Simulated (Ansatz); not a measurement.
# Sn₃Bi, space group Fm-3m: a phonon calculation by finite displacements

Program: Ansatz 0.2.0 through its Python package.

The cells in order, each with its output:

**Cell 1**
```python
from pathlib import Path

import ansatz
import numpy as np
from pymatgen.core import Lattice, Structure
from pymatgen.io.ase import AseAtomsAdaptor
```

**Cell 2**
```python
pmg_structure = Structure(
    Lattice([[0.0, 3.849017, 3.849017], [3.849017, 0.0, 3.849017], [3.849017, 3.849017, 0.0]]),
    ["Sn", "Sn", "Sn", "Bi"],
    [
        [0.0, 0.0, 0.0],
        [0.25, 0.25, 0.25],
        [0.75, 0.75, 0.75],
        [0.5, 0.5, 0.5],
    ],
)
sn3bi = ansatz.Crystal.from_ase(AseAtomsAdaptor.get_atoms(pmg_structure))
```

**Cell 3**
```python
# the cell itself: zone-centre modes alone
job = sn3bi.calculation()
job = job.functional("lda").occupations(ansatz.OccupationsMethod.FERMI_DIRAC, width=0.1)
job = job.basis(420)
job = job.kpoints(6, 6, 6)
job = job.phonons("fd", supercell=1)
result = job.run(threads=1, runs_dir="phonon_runs")
folder = Path(result.output_folder) / "results"
ph = result.phonons
```

**Cell 4**
```python
print("modes at Gamma (1/cm):", np.round(ph.gamma_omega_inv_cm, 1) + 0.0)
print(f"{ph.n_members} displaced supercells, sum-rule residual {ph.asr_residual_pre_ev_ang2:.1e} eV/A^2")
optical = np.sort(ph.gamma_omega_inv_cm)
print("imaginary modes at Gamma:", int((optical < -10).sum()), "- highest mode", round(float(optical[-1]), 1), "1/cm")
```
Output:
```text
modes at Gamma (1/cm): [ 0.   0.   0.  60.4 60.4 60.4 83.6 83.6 83.6 90.5 90.5 90.5]
4 displaced supercells, sum-rule residual 1.1e-04 eV/A^2
imaginary modes at Gamma: 0 - highest mode 90.5 1/cm
```

Caveats:
- The cell isn't relaxed first, so the values belong to this volume.
- For a metal this k-point mesh is coarse: on a finer one energies can move by several to tens of meV an atom and pressures by half a GPa or more, differences at one mesh by less.
- Spin-orbit coupling, which matters for elements this heavy, is left out.
- The structure comes from a database of computed cells and needn't be a stable or known phase.
- The structure is taken as given and the supercell is small; imaginary modes can come from an unrelaxed or unstable start. Phonons of metals also depend on mesh and smearing.
- Wall time of the script: 46 s on 1 thread of Arm Neoverse V2, with other jobs on the host, peak memory 0.54 GiB.
